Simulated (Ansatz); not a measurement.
**C₃H₅FGe: basis-set convergence**

Aim: see how fast density functionals converge with the basis set for C₃H₅FGe.

The runs use Ansatz 0.2.0, Gaussian basis; one geometry, several basis sets.

The runs, in order: PBE0-D4/def2-SVP; ωB97M-V/def2-SVP; PBE0-D4/def2-QZVPP; ωB97M-V/def2-QZVPP; the functionals' def2-TZVPP values are taken from earlier runs.

**1. The geometry**

An earlier PBE0-D4 in a triple-zeta def2 set relaxation fixed the geometry.

SMILES `C#[C][GeH]([CH3])[F]`, 10 atoms, charge 0, spin multiplicity 1.

Atoms are counted from 1 here; the program's logs count them from 0.

Bond lengths: C1–C2 1.205 Å, C1–H6 1.066 Å, C2–Ge3 1.898 Å, Ge3–C4 1.931 Å, Ge3–F5 1.743 Å, Ge3–H7 1.533 Å, C4–H8 1.091 Å, C4–H9 1.090 Å, C4–H10 1.090 Å. Angles: C2–C1–H6 179.4°, C1–C2–Ge3 178.1°, C2–Ge3–C4 111.6°, C2–Ge3–F5 106.0°, C2–Ge3–H7 110.2°, C4–Ge3–F5 107.0°, C4–Ge3–H7 115.6°, F5–Ge3–H7 105.8°, Ge3–C4–H8 110.0°, Ge3–C4–H9 110.0°, Ge3–C4–H10 109.4°, H8–C4–H9 109.2°, H8–C4–H10 109.0°, H9–C4–H10 109.3°.

As a file:

```
C    -2.6036    0.3140   -0.5447
C    -1.4008    0.2656   -0.5994
Ge    0.4919    0.1361   -0.6550
C     1.2116   -0.4722    1.0303
F     1.0767    1.7589   -0.9019
H    -3.6675    0.3677   -0.4999
H     0.9332   -0.6602   -1.8889
H     0.8579   -1.4817    1.2455
H     2.3010   -0.4755    0.9905
H     0.8828    0.1961    1.8263
```

**2. PBE0-D4 in def2-SVP**

in.yaml reads:

```yaml
crystal:
  periodic: [false, false, false]
  atoms:
    - {symbol: C, position_ang: [-2.603621, 0.314043, -0.544707]}
    - {symbol: C, position_ang: [-1.400798, 0.265612, -0.599369]}
    - {symbol: Ge, position_ang: [0.491855, 0.136094, -0.655004]}
    - {symbol: C, position_ang: [1.211567, -0.472197, 1.030344]}
    - {symbol: F, position_ang: [1.076671, 1.758920, -0.901888]}
    - {symbol: H, position_ang: [-3.667514, 0.367682, -0.499867]}
    - {symbol: H, position_ang: [0.933218, -0.660167, -1.888885]}
    - {symbol: H, position_ang: [0.857942, -1.481671, 1.245462]}
    - {symbol: H, position_ang: [2.301015, -0.475484, 0.990471]}
    - {symbol: H, position_ang: [0.882764, 0.196068, 1.826343]}
basis:
  gaussian: {orbitals: def2-SVP}
hamiltonian: {xc: pbe0, dispersion: d4}
output: {orbitals: {seedname: orbitals}}
```

On the command line:

```bash
$ ansatz run in.yaml --threads 4 --pin off --events-out ev --progress --plain --max-ram 10444MiB
```

After this run come: ωB97M-V in def2-SVP; PBE0-D4 in def2-QZVPP; ωB97M-V in def2-QZVPP.

Before running them: what should the planned runs give, taken together? Wanted: PBE0-D4: double and triple zeta above quadruple; ωB97M-V: double and triple zeta above quadruple.

The runs gave:

| quantity | value |
| --- | --- |
| PBE0-D4: double and triple zeta above quadruple | 15.72, 1.56 eV |
| ωB97M-V: double and triple zeta above quadruple | 15.90, 1.50 eV |

PBE0-D4 gains 14.16 eV from double to triple zeta, then 1.56 eV more. These are total energies; as a rule much of such shifts cancels in differences, which this series doesn't test.
